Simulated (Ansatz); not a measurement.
# CH₂BLiN radical (SMILES [Li][N]1B[CH]1): single points off equilibrium

One table from this session's results is given with a row withheld; the runs are named, their logs left out.

Program: Ansatz 0.2.0, Gaussian basis. Level of theory: single points in def2-TZVPP. These are calculated values, not measurements.

Correlated methods freeze the cores. The outer core shell of Li, Na, Mg and K is correlated. Orbitals are unrestricted. B3LYP uses VWN-RPA correlation.

**Where the work starts**

6 atoms, charge 0, spin multiplicity 2.

Atoms are counted from 1 here; the program's logs count them from 0.

Bond lengths: Li1–N2 1.720 Å, N2–B3 1.445 Å, N2–C4 1.409 Å, B3–C4 1.418 Å, B3–H5 1.165 Å, C4–H6 1.078 Å. Angles: Li1–N2–B3 150.9°, Li1–N2–C4 135.9°, B3–N2–C4 59.6°, N2–B3–C4 58.9°, N2–B3–H5 144.1°, C4–B3–H5 156.7°, N2–C4–B3 61.5°, N2–C4–H6 128.3°, B3–C4–H6 169.5°.

Coordinates:

```xyz
6

Li   -1.56520   -1.66290   -0.39980
N    -0.29380   -0.60570    0.07230
B     0.92880    0.10840   -0.21830
C    -0.17830    0.76530    0.37620
H     1.97940    0.01690   -0.71230
H    -0.88560    1.39800    0.88690
```

The first run:

Input file run/in.yaml:

```yaml
crystal:
  periodic: [false, false, false]
  atoms:
    - {symbol: Li, position_ang: [-1.565200, -1.662900, -0.399800]}
    - {symbol: N, position_ang: [-0.293800, -0.605700, 0.072300]}
    - {symbol: B, position_ang: [0.928800, 0.108400, -0.218300]}
    - {symbol: C, position_ang: [-0.178300, 0.765300, 0.376200]}
    - {symbol: H, position_ang: [1.979400, 0.016900, -0.712300]}
    - {symbol: H, position_ang: [-0.885600, 1.398000, 0.886900]}
basis:
  gaussian: {orbitals: def2-TZVPP}
magnetization: {spin_polarized: true, initial_magnetization: 1}
correlation: {method: ccsd_t}
scf: {omitted_lower_state_checks: [cluster_reference]}
output: {forces: true}
```

The command line of these runs was not kept.

Steps of the session up to this table: CCSD(T)/def2-TZVPP; PBE0-D4/def2-TZVPP; wB97M-V/def2-TZVPP; r2SCAN-D4/def2-TZVPP; PBE-D4/def2-TZVPP; B3LYP-D4/def2-TZVPP; LC-wPBE/def2-TZVPP.

One table of the session follows, with a row left open; its other results are not shown here.

```
   method  RMS force component (eV/Å)  angle to CCSD(T) forces (°)  dipole (D)
  CCSD(T)                       0.564                    reference        7.16
  PBE0-D4                       0.359                         31.9        6.93
  wB97M-V                           ?                            ?           ?
r2SCAN-D4                       0.361                         35.9        5.93
   PBE-D4                       0.296                         59.0        3.84
 B3LYP-D4                       0.320                         24.7        6.08
  LC-wPBE                       0.379                         50.5        7.14
```

**Question.** Estimate the row for wB97M-V.

As computed: RMS force component (eV/Å): 0.376; angle to CCSD(T) forces (°): 20.8; dipole (D): 6.98. In the column «RMS force component (eV/Å)» it lies between r2SCAN-D4 (0.361) and LC-wPBE (0.379).
